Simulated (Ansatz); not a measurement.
# GeHO (quartet): from Hartree-Fock to the top rungs at angle O2–Ge1–H3 = 103.5°, cc-pVDZ

The task here is to estimate one member of a computed series from the others.

Program: Ansatz 0.2.0, Gaussian basis. Level of theory: cc-pVDZ, core rule «outside noble gas», up to 15 orbitals frozen. These are calculated values, not measurements.

The runs, in order: UHF; CCSD(T) on ROHF; CCSD(T) on UHF; BCCD(T) on ROHF; CISD; CCSDT(Q) on ROHF; CCSDT(Q) on UHF; CASSCF and MRCISD+Q, 5 electrons in 5 orbitals; CASSCF and NEVPT2, 5 electrons in 5 orbitals.

30 further runs of the same task are left out: 15 for a known fault of the program, 12 that didn't finish, 3 set aside as unsound or not needed.

### The geometry

The geometry derives from a PBE0/def2-TZVP stationary point (not a proven minimum). One angle is set to the value named; bond lengths are kept. No spin-orbit coupling is included. The filled d shell of Ge may be among the frozen orbitals whatever the setting's name suggests; the logs give the count.

3 atoms, charge 0, spin multiplicity 4.

Atoms are counted from 1 here; the program's logs count them from 0.

Bond lengths: Ge1–O2 1.855 Å, Ge1–H3 1.563 Å. Angles: O2–Ge1–H3 103.5°.

Geometry (Å):

```xyz
3

Ge    0.00000   -0.06993    0.31987
O     0.00000    0.23120   -1.51062
H     0.00000    1.37015    0.92646
```

The first run:

Contents of in.yaml:

```yaml
crystal:
  periodic: [false, false, false]
  atoms:
    - {symbol: Ge, position_ang: [0.000000, -0.069934, 0.319867]}
    - {symbol: O, position_ang: [0.000000, 0.231195, -1.510615]}
    - {symbol: H, position_ang: [0.000000, 1.370151, 0.926464]}
basis:
  gaussian: {orbitals: cc-pVDZ}
magnetization: {spin_polarized: true, initial_magnetization: 3}
hamiltonian: {xc: hf}
output: {orbitals: {seedname: orbitals}}
```

Run with:

```bash
> ansatz run in.yaml --threads 1 --pin off --events-out ev --progress --plain --max-ram 2393MiB
```

Steps of the session up to this table: UHF; CCSD(T) on ROHF; CCSD(T) on UHF; BCCD(T) on ROHF; CISD; CCSDT(Q) on ROHF; CCSDT(Q) on UHF; CASSCF and MRCISD+Q, 5 electrons in 5 orbitals; CASSCF and NEVPT2, 5 electrons in 5 orbitals.

One of the session's tables, all rows but one given; the rest of the session is left out.

```
       method  from UCCSDT(Q) (meV)
         ROHF               +6556.6
          UHF               +6351.5
         RMP2                +940.0
         UMP2                +924.2
        RCCSD                +206.2
        UCCSD                +191.3
     RCCSD(T)                 +55.7
     UCCSD(T)                 +45.9
      BCCD(T)                 +56.6
       RCCSDT                 +25.8
       UCCSDT                 +15.5
    RCCSDT(Q)                 +12.8
    UCCSDT(Q)                     0
  CASSCF pair               +5923.4
  NEVPT2 pair                +920.3
  MRCISD pair                +520.7
MRCISD+Q pair                     ?
```

Estimate the missing values for MRCISD+Q pair.

**Answer.** from UCCSDT(Q) (meV): +87.0. In the column «from UCCSDT(Q) (meV)» it lies between BCCD(T) (+56.6) and UCCSD (+191.3).

Not comparable, so not listed: CISD (they don't share determinant, frozen orbitals or solution with the rows shown, or repeat one).

Limits of these values: Restricted and unrestricted rows rest on different reference determinants; where their highest levels disagree by more than a few hundredths of an eV, they describe different states and don't form one ladder.
